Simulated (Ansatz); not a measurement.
# H7OPSn: the cost of one run

All numbers below are computed with Ansatz 0.2.0 (RKS PBE/def2-SVP).

**1. The system as given**

Bond lengths: Sn1–O2 2.310 Å, O2–H3 1.010 Å, Sn1–H4 1.740 Å, Sn1–H5 1.739 Å, Sn1–H6 1.739 Å, Sn1–P7 2.760 Å, P7–H8 1.420 Å, P7–H9 1.420 Å. Angles: Sn1–O2–H3 109.5°, O2–Sn1–H4 109.4°, O2–Sn1–H5 109.5°, O2–Sn1–H6 109.5°, O2–Sn1–P7 71.6°, H4–Sn1–H5 109.5°, H4–Sn1–H6 109.5°, H4–Sn1–P7 67.2°, H5–Sn1–H6 109.5°, H5–Sn1–P7 176.6°, H6–Sn1–P7 72.8°, Sn1–P7–H8 109.5°, Sn1–P7–H9 109.5°, H8–P7–H9 109.4°.

As a file:

```xyz
10

Sn    0.0000    0.0000    0.0000
O     0.0000    0.0000    2.3100
H    -0.9095   -0.2814    2.6471
H     1.6408    0.0000   -0.5794
H    -0.8195    1.4198   -0.5794
H    -0.8195   -1.4198   -0.5794
P     1.4405   -2.1875    0.8703
H     0.6443   -3.3572    0.7514
H     2.6108   -2.3299    0.0787
H     0.7316   -1.1109    2.0913
```

**2. A restrained relaxation towards end A**

Springs on the bonds that form and break draw the guess towards this end; the thresholds are loose.

Contents of input.yaml:

```yaml
crystal:
  periodic: [false, false, false]
  atoms:
    - { symbol: Sn, position_ang: [0.0, 0.0, 0.0] }
    - { symbol: O, position_ang: [0.0, 0.0, 2.31] }
    - { symbol: H, position_ang: [-0.9095, -0.2814, 2.6471] }
    - { symbol: H, position_ang: [1.6408, 0.0, -0.5794] }
    - { symbol: H, position_ang: [-0.8195, 1.4198, -0.5794] }
    - { symbol: H, position_ang: [-0.8195, -1.4198, -0.5794] }
    - { symbol: P, position_ang: [1.4405, -2.1875, 0.8703] }
    - { symbol: H, position_ang: [0.6443, -3.3572, 0.7514] }
    - { symbol: H, position_ang: [2.6108, -2.3299, 0.0787] }
    - { symbol: H, position_ang: [0.7316, -1.1109, 2.0913] }
basis:
  gaussian: { orbitals: def2-SVP }
hamiltonian:
  xc: pbe
relax:
  f_tol: 0.15
  max_steps: 25
  restrain:
    - { distance: [0, 6], at: 3.66, k: 30.0 }
    - { distance: [9, 1], at: 2.21, k: 30.0 }
    - { distance: [0, 1], at: 1.96, k: 30.0 }
    - { distance: [9, 6], at: 1.42, k: 30.0 }
```

On the command line:

```bash
ansatz run input.yaml --threads 2 --pin off --max-ram 3072MiB --backend cpu --events-out ev --progress --plain --runs-dir out
```

**Question.** How long does this run take on 2 threads of Arm Neoverse V1, shared host, and how much memory does it need?

About 16 s, with a peak of 0.13 GiB.
